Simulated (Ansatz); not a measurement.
# H12O4Si5: the cost of one run

Program: Ansatz 0.2.0. Level of theory: RHF/STO-3G. These are calculated values, not measurements.

## (1) The system as given

Bond lengths (14 of 20 bonds, heavy atoms first): Si1–O2 1.680 Å, O2–Si3 1.680 Å, Si1–O7 1.680 Å, O7–Si8 1.680 Å, Si1–O12 1.679 Å, O12–Si13 1.680 Å, Si1–O17 1.679 Å, O17–Si18 1.680 Å, Si3–H4 1.460 Å, Si3–H5 1.460 Å, Si3–H6 1.460 Å, Si8–H9 1.460 Å, Si8–H10 1.460 Å, Si8–H11 1.460 Å. Angles (14 of 34 angles, heavy atoms first): Si1–O2–Si3 125.0°, O2–Si1–O7 109.4°, O2–Si1–O12 109.5°, O2–Si1–O17 109.5°, O7–Si1–O12 109.5°, O7–Si1–O17 109.5°, O12–Si1–O17 109.5°, Si1–O7–Si8 125.0°, Si1–O12–Si13 125.0°, Si1–O17–Si18 125.0°, O2–Si3–H4 109.5°, O2–Si3–H5 109.5°, O2–Si3–H6 109.5°, O7–Si8–H9 109.5°.

The coordinates stand in the first input below.

## (2) Relaxing the start

input.yaml reads:

```yaml
crystal:
  periodic: [false, false, false]
  atoms:
    - { symbol: Si, position_ang: [0.0, 0.0, 0.0] }
    - { symbol: O, position_ang: [0.0, 0.0, 1.68] }
    - { symbol: Si, position_ang: [-1.3147, -0.4067, 2.6436] }
    - { symbol: H, position_ang: [-2.239, -1.2403, 1.8804] }
    - { symbol: H, position_ang: [-0.8506, -1.1432, 3.8157] }
    - { symbol: H, position_ang: [-1.9987, 0.8095, 3.0733] }
    - { symbol: O, position_ang: [1.5842, 0.0, -0.5594] }
    - { symbol: Si, position_ang: [2.4906, -1.3762, -0.8866] }
    - { symbol: H, position_ang: [1.6598, -2.3521, -1.5857] }
    - { symbol: H, position_ang: [3.6318, -1.0202, -1.7249] }
    - { symbol: H, position_ang: [2.9691, -1.9538, 0.366] }
    - { symbol: O, position_ang: [-0.7913, 1.3709, -0.5594] }
    - { symbol: Si, position_ang: [-2.4002, 1.4263, -1.0396] }
    - { symbol: H, position_ang: [-3.2124, 0.6421, -0.1138] }
    - { symbol: H, position_ang: [-2.862, 2.8114, -1.0378] }
    - { symbol: H, position_ang: [-2.5267, 0.8736, -2.385] }
    - { symbol: O, position_ang: [-0.7913, -1.3709, -0.5594] }
    - { symbol: Si, position_ang: [-1.673, -2.4329, 0.3983] }
    - { symbol: H, position_ang: [-1.2634, -2.287, 1.792] }
    - { symbol: H, position_ang: [-3.0964, -2.1323, 0.2761] }
    - { symbol: H, position_ang: [-1.4264, -3.8036, -0.0398] }
basis:
  gaussian: { orbitals: STO-3G }
hamiltonian:
  xc: hf
relax:
  f_tol: 0.02
  max_steps: 40
```

Started as:

```
ansatz run input.yaml --threads 1 --pin off --max-ram 2048MiB --backend cpu --events-out ev --progress --plain --runs-dir out
```

What time and memory should one allow on 1 thread of Intel Xeon Platinum 8488C (Sapphire Rapids), shared host?

About 2.2 min, with a peak of 0.24 GiB.
